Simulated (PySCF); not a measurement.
**GaSe: basis, grid and Hamiltonian**

Aim: see how much the energy and properties of GaSe depend on the numerical set-up.

The runs use PySCF 2.14.0; method and basis as typed in the scripts.

4 further runs of the same task are left out: 4 that didn't finish.

### Step 1. Starting geometry

GaSe: 2 atoms, charge 0, spin multiplicity 2.

Bond lengths: Ga1–Se2 2.320 Å.

### Step 2. The run that the others are compared with

File input.py:

```python
from pyscf import gto, dft

mol = gto.M(
    atom='Ga 0 0 0; Se 0 0 2.32',
    basis='lanl2dz',
    ecp={'Ga': 'lanl2dz', 'Se': 'lanl2dz'},
    charge=0,
    spin=1,
    verbose=4,
)
mf = dft.UKS(mol, xc='b3lyp')
mf.kernel()
mf.dip_moment()
print('orbital energies (hartree):', [e[max(0, n-3):n+3].round(4) for e, n in zip(mf.mo_energy, mol.nelec)])
```

Run with:

```
> OMP_NUM_THREADS=1 python input.py
```

The log of this run is left out.

In short: E(SCF) = -11.287496 Eh, 10 cycles, ⟨S²⟩ = 0.756, μ = 3.62 D.

The bond length is a typed value, not an optimised one.

### Step 3. Integration grid 1

Run 1 changes integration grid: default → 1.

File input.py:

```python
from pyscf import gto, dft

mol = gto.M(
    atom='Ga 0 0 0; Se 0 0 2.32',
    basis='lanl2dz',
    ecp={'Ga': 'lanl2dz', 'Se': 'lanl2dz'},
    charge=0,
    spin=1,
    verbose=4,
)
mf = dft.UKS(mol, xc='b3lyp')
mf.grids.level = 1
mf.kernel()
mf.dip_moment()
print('orbital energies (hartree):', [e[max(0, n-3):n+3].round(4) for e, n in zip(mf.mo_energy, mol.nelec)])
```

Run with:

```
> OMP_NUM_THREADS=1 python input.py
```

### Step 4. Density fitting cc-pvdz-jkfit

Run 2 changes density fitting: none → cc-pvdz-jkfit.

input.py: that of step 2 with these lines changed.

```diff
@@ -11,2 +11,3 @@
 mf = dft.UKS(mol, xc='b3lyp')
+mf = mf.density_fit(auxbasis='cc-pvdz-jkfit')
 mf.kernel()
```

### Step 5. Pcseg-1 (core potential off)

Run 3 changes basis set: lanl2dz → pcseg-1; core potential: on → off. The core potential changes with it: totals don't compare.

input.py: that of step 2 with these lines changed.

```diff
@@ -4,4 +4,3 @@
     atom='Ga 0 0 0; Se 0 0 2.32',
-    basis='lanl2dz',
-    ecp={'Ga': 'lanl2dz', 'Se': 'lanl2dz'},
+    basis='pcseg-1',
     charge=0,
```

### Step 6. Density fitting def2-universal-jkfit

Run 4 changes density fitting: none → def2-universal-jkfit.

input.py: that of step 2 with these lines changed.

```diff
@@ -11,2 +11,3 @@
 mf = dft.UKS(mol, xc='b3lyp')
+mf = mf.density_fit(auxbasis='def2-universal-jkfit')
 mf.kernel()
```

### Step 7. Density fitting weigend

Run 5 changes density fitting: none → weigend.

input.py: that of step 2 with these lines changed.

```diff
@@ -11,2 +11,3 @@
 mf = dft.UKS(mol, xc='b3lyp')
+mf = mf.density_fit(auxbasis='weigend')
 mf.kernel()
```

Q: Predict the outcome of this session. Wanted: for each run, E(SCF); from base; gap, α spin; SCF dipole.

As calculated:

```csv
run,E(SCF) (hartree),from base (eV),cycles,"gap, α spin (eV)",SCF dipole (D),functions
base,-11.287496,0,10,4.52,3.62,16
integration grid 1,-11.287498,-0.0001,10,4.52,3.62,16
density fitting cc-pvdz-jkfit,-11.287491,+0.0002,10,4.52,3.62,16
pcseg-1 (core potential off),-4326.024377,not comparable,11,4.54,3.18,54
density fitting def2-universal-jkfit,-11.287502,-0.0002,10,4.52,3.62,16
density fitting weigend,-11.287234,+0.0071,10,4.52,3.62,16
```

What this shows: No change of the SCF energy comes from integration grid 1. Of the runs whose energies can be compared, “density fitting weigend” moves the SCF energy most (+0.007 eV). The dearest run is “pcseg-1 (core potential off)”, at 3.7 s against 1 s.
